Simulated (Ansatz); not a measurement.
# KFeAs2 in Ansatz: the effect of starting spin order

KFeAs2:

```xyz
4
Lattice="-1.9804 1.9804 6.3830 1.9804 -1.9804 6.3830 1.9804 1.9804 -6.3830" Properties=species:S:1:pos:R:3 pbc="T T T"
As    0.0000    0.0000    4.2222
As    0.0000    0.0000    8.5438
Fe    1.9804    0.0000    3.1915
K     0.0000    0.0000    0.0000
```

The cell comes from a database or a generator and needn't be the stable form of this composition.

Alike in all runs:

| Quantity | Value |
| --- | --- |
| Program | Ansatz 0.2.0 |
| Task | single point |
| Functional | PBE |
| Potentials or basis | Ansatz PAW |
| Cutoff | 420 eV (not typed: the program's choice for these potentials) |
| k mesh | 9 × 9 × 9 |
| Occupations | fermi-dirac, width 0.05 eV |

```csv
starting spin order,spin,starting moments,energy over the lowest run (meV/atom),pressure (GPa),largest force (eV/Å),final net moment (μB),final largest site moment (μB)
spin off,no spin polarisation,-,?,?,?,?,?
fm,"collinear spin, ferromagnetic start","[0.0, 0.0, 3.0, 0.0] μB",0.0,0.2,0.07,0.61,0.62
random,"collinear spin, random start","[0.0, 0.0, -1.4, 0.0] μB",0.0,0.2,0.07,-0.61,0.62
```

**Question.** What does the run with starting spin order spin off give?

**Answer.** Energy over the lowest run 4.4 meV/atom; pressure -0.1 GPa; largest force 0.08 eV/Å; final net moment 0.00 μB; final largest site moment 0.00 μB.

Caveats: a cell with one magnetic atom can't hold antiferromagnetic order, which such compounds often take (some runs).
